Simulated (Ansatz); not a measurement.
**AsBBrH₃ (SMILES [AsH2]BBr): functionals against CCSD(T) at one geometry**

One table from this session's results is given with a row withheld; the runs are named, their logs left out.

The runs use Ansatz 0.2.0, Gaussian basis; single points in def2-TZVPP.

Correlated methods freeze the cores. Filled d shells of the heavier atoms are correlated.

## Starting geometry

SMILES `[AsH2]BBr`, 6 atoms, charge 0, spin multiplicity 1.

Atoms are counted from 1 here; the program's logs count them from 0.

Bond lengths: As1–B2 2.226 Å, As1–H4 1.527 Å, As1–H5 1.624 Å, B2–Br3 1.925 Å, B2–H6 1.185 Å. Angles: B2–As1–H4 90.7°, B2–As1–H5 87.5°, H4–As1–H5 98.7°, As1–B2–Br3 117.4°, As1–B2–H6 115.8°, Br3–B2–H6 126.8°.

Coordinates:

```csv
atom,x (Å),y (Å),z (Å)
As1,-1.2933,0.5217,-0.0252
B2,0.6705,-0.1893,0.7435
Br3,1.2312,-1.9594,0.2356
H4,-1.2782,-0.5499,-1.1123
H5,-0.4823,1.6857,-0.8147
H6,1.2517,0.5651,1.4486
```

The first run:

Contents of run/in.yaml:

```yaml
crystal:
  periodic: [false, false, false]
  atoms:
    - {symbol: As, position_ang: [-1.293300, 0.521700, -0.025200]}
    - {symbol: B, position_ang: [0.670500, -0.189300, 0.743500]}
    - {symbol: Br, position_ang: [1.231200, -1.959400, 0.235600]}
    - {symbol: H, position_ang: [-1.278200, -0.549900, -1.112300]}
    - {symbol: H, position_ang: [-0.482300, 1.685700, -0.814700]}
    - {symbol: H, position_ang: [1.251700, 0.565100, 1.448600]}
basis:
  gaussian: {orbitals: def2-TZVPP}
correlation: {method: ccsd_t}
output: {forces: true}
```

The command line of these runs was not kept.

Steps of the session up to this table: CCSD(T)/def2-TZVPP; PBE0-D4/def2-TZVPP; wB97M-V/def2-TZVPP; r2SCAN-D4/def2-TZVPP; PBE-D4/def2-TZVPP; LC-wPBE/def2-TZVPP; CAM-B3LYP-D4/def2-TZVPP.

One of the session's tables, all rows but one given; the rest of the session is left out.

| method | RMS force component (eV/Å) | angle to CCSD(T) forces (°) | dipole (D) |
| --- | --- | --- | --- |
| CCSD(T) | 0.866 | reference | 0.36 |
| PBE0-D4 | 0.872 | 3.2 | 0.35 |
| wB97M-V | 0.886 | 2.5 | 0.35 |
| r2SCAN-D4 | 0.848 | 1.8 | 0.35 |
| PBE-D4 | ? | ? | ? |
| LC-wPBE | 1.000 | 5.1 | 0.44 |
| CAM-B3LYP-D4 | 0.891 | 2.5 | 0.38 |

Q: Estimate the row for PBE-D4 from the others.

The run gave: RMS force component (eV/Å): 0.787; angle to CCSD(T) forces (°): 9.9; dipole (D): 0.24. In the column «RMS force component (eV/Å)» it is the lowest.
